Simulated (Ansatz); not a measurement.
**CuH2+ (singlet): the correlation ladder, def2-SVP**

An exercise on one series of results from a longer session: the logs are not shown, and one member is left open.

The runs use Ansatz 0.2.0, Gaussian basis; def2-SVP, core rule «outside noble gas», up to 9 orbitals frozen.

Plan: UHF; CCSD(T) on RHF; CCSD(T) on UHF; CISD; CCSDT(Q) on RHF; CCSDT(Q) on UHF; CCSDTQ on RHF; CASSCF and MRCISD+Q, 12 electrons in 8 orbitals; CASSCF and NEVPT2, 12 electrons in 8 orbitals.

7 further runs of the same task are left out: 1 that didn't finish, 6 set aside as unsound or not needed.

## What is computed

The geometry is a PBE0/def2-TZVP stationary point (not a proven minimum) of the parent state, kept for this charge and spin.

3 atoms, charge 1, spin multiplicity 1.

Atoms are counted from 1 here; the program's logs count them from 0.

Bond lengths: Cu1–H2 1.531 Å, Cu1–H3 1.531 Å. Angles: H2–Cu1–H3 180.0°.

Coordinates:

```xyz
3
charge 1, multiplicity 1
Cu    0.0000    0.0000    0.0000
H     0.0000    0.0000   -1.5314
H     0.0000    0.0000    1.5314
```

Set-up of the first run:

in.yaml reads:

```yaml
crystal:
  periodic: [false, false, false]
  atoms:
    - {symbol: Cu, position_ang: [0.000000, 0.000000, 0.000000]}
    - {symbol: H, position_ang: [0.000000, 0.000000, -1.531400]}
    - {symbol: H, position_ang: [0.000000, 0.000000, 1.531400]}
basis:
  gaussian: {orbitals: def2-SVP}
total_charge: 1
magnetization: {spin_polarized: true, initial_magnetization: 0}
hamiltonian: {xc: hf}
output: {orbitals: {seedname: orbitals}}
```

Command:

```console
ansatz run in.yaml --threads 1 --pin off --events-out ev --progress --plain --max-ram 4096MiB --backend cpu
```

Among the steps run: UHF; CCSD(T) on RHF; CCSD(T) on UHF; CISD; CCSDT(Q) on RHF; CCSDT(Q) on UHF; CCSDTQ on RHF; CASSCF and MRCISD+Q, 12 electrons in 8 orbitals; CASSCF and NEVPT2, 12 electrons in 8 orbitals.

One of the session's tables, all rows but one given; the rest of the session is left out.

It belongs to the step «Misses and costs». 

| method | from RCCSDT(Q) (meV) |
| --- | --- |
| RMP2 | +953.2 |
| UMP2 | -1290.9 |
| CISD | +1327.8 |
| RCCSD | +136.4 |
| UCCSD | -598.7 |
| RCCSD(T) | -782.5 |
| UCCSD(T) | ? |
| RCCSDT | -765.5 |
| UCCSDT | -1196.6 |
| RCCSDT(Q) | 0 |
| UCCSDT(Q) | -1106.3 |
| RCCSDTQ | -662.5 |
| CASSCF valence | +5823.0 |
| NEVPT2 valence | +709.5 |
| MRCISD valence | +374.1 |
| MRCISD+Q valence | +150.8 |

Estimate the missing values for UCCSD(T).

The run gave: from RCCSDT(Q) (meV): -975.5. In the column «from RCCSDT(Q) (meV)» it lies between UCCSDT(Q) (-1106.3) and RCCSD(T) (-782.5).

Limits of these values: The determinant is far from a pure spin state, so its energy mixes those of several spin states (harmless only where they are near-degenerate, as at dissociation). The report flags that the cluster equations may have other roots. Left out of the table: RHF, UHF (another determinant or state than the rows shown). The program flags RCCSD(T), UCCSD(T), RCCSDT(Q), UCCSDT(Q), RCCSDTQ as in doubt, so the zero of the table is itself unsure. Warnings: restricted reference is unstable; spin contamination; coupled cluster took another determinant than the lowest; large T1 diagnostic. Restricted and unrestricted rows rest on different reference determinants; where their highest levels disagree by more than a few hundredths of an eV, they describe different states and don't form one ladder.
